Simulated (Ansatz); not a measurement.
# Na2Pb2O3: the cost of one run

Computed, not measured: Ansatz 0.2.0, DFT, r2SCAN, no spin polarisation, plane waves, PAW.

## 1. The system as given

It takes space group P2_1/c (No. 14, monoclinic). The conventional cell has a = 6.410 Å, b = 6.555 Å, c = 6.483 Å, α = 90.00°, β = 117.55°, γ = 90.00°. Pb (site symmetry 1) is surrounded by 4 O at 2.13 to 2.25 Å. Na (site symmetry 1) is surrounded by 3 O at 2.48 to 2.64 Å. O (site symmetry 1) has 3 Pb at 2.13 to 2.25 Å and 1 Na at 2.48 Å as nearest neighbours. O (site symmetry -1) has 2 Pb at 2.13 Å and 4 Na at 2.58 to 2.64 Å as nearest neighbours.

Coordinates:

```
Pb Na O
1.0
     6.40961    0.00000    0.00000
     0.00000    6.55498    0.00000
    -2.99872    0.00000    5.74823
Pb Na O
4 4 6
Direct
  0.33500 0.12200 0.07300
  0.66500 0.62200 0.42700
  0.66500 0.87800 0.92700
  0.33500 0.37800 0.57300
  0.15200 0.84600 0.41100
  0.84800 0.34600 0.08900
  0.84800 0.15400 0.58900
  0.15200 0.65400 0.91100
  0.37200 0.42500 0.24700
  0.62800 0.92500 0.25300
  0.62800 0.57500 0.75300
  0.37200 0.07500 0.74700
  0.00000 0.00000 0.00000
  0.00000 0.50000 0.50000
```

The run starts from a saved solution of this cell (checkpoint.read), perhaps found on another mesh.

## 2. The calculation

Input file input.yaml:

```yaml
crystal:
  lattice:
    - [6.409609, 0.0, 0.0]
    - [0.0, 6.554982, 0.0]
    - [-2.998717, 0.0, 5.74823]
  atoms:
    - { symbol: Pb, position: [0.335, 0.122, 0.073] }
    - { symbol: Pb, position: [0.665, 0.622, 0.427] }
    - { symbol: Pb, position: [0.665, 0.878, 0.927] }
    - { symbol: Pb, position: [0.335, 0.378, 0.573] }
    - { symbol: Na, position: [0.152, 0.846, 0.411] }
    - { symbol: Na, position: [0.848, 0.346, 0.089] }
    - { symbol: Na, position: [0.848, 0.154, 0.589] }
    - { symbol: Na, position: [0.152, 0.654, 0.911] }
    - { symbol: O, position: [0.372, 0.425, 0.247] }
    - { symbol: O, position: [0.628, 0.925, 0.253] }
    - { symbol: O, position: [0.628, 0.575, 0.753] }
    - { symbol: O, position: [0.372, 0.075, 0.747] }
    - { symbol: O, position: [0.0, 0.0, 0.0] }
    - { symbol: O, position: [0.0, 0.5, 0.5] }
  symmetry: { tolerance: 0.0003 }
kpoints:
  mp_grid: { grid: [5, 4, 5], shift: [0, 0, 0] }
  band_path:
    path:
      - [0.0, 0.0, 0.0]
      - [0.0, 0.5, 0.0]
      - [0.0, 0.5, 0.5]
      - [0.0, 0.0, 0.5]
      - [0.0, 0.0, 0.0]
      - [-0.5, 0.0, 0.5]
      - [-0.5, 0.5, 0.5]
      - [0.0, 0.5, 0.0]
      - [-0.5, 0.5, 0.0]
      - [-0.5, 0.0, 0.0]
      - [0.0, 0.0, 0.0]
    npoints: 6
magnetization:
  spin_polarized: false
scf:
  occupations: { method: fermi_dirac, width: 0.053 }
  lower_state_search: "off"
  max_iter: 200
hamiltonian:
  pseudopotentials: { kind: paw }
  xc: r2scan
basis:
  ecutwfc: 500
  fft_grid_basis: typed
output:
  forces: true
  stress: true
  eigenvalues: true
  bader: true
  populations: true
  elf: true
  write_potential: true
  volumetric_format: npy
  dos:
    e_range: [-12, 8]
    de: 0.05
    projected: { site_lists: { Na: [Na], O: [O], Pb: [Pb] } }
  write_density: true
checkpoint:
  read: saved_state
```

Command:

```console
$ ansatz run input.yaml --threads 1 --pin off --max-ram 2560MiB --backend cpu --events-out ev --progress --plain --runs-dir out
```

What time and memory should one allow on 1 thread of an x86-64 CPU, shared host?

About 4.2 min, with a peak of 1.6 GiB.
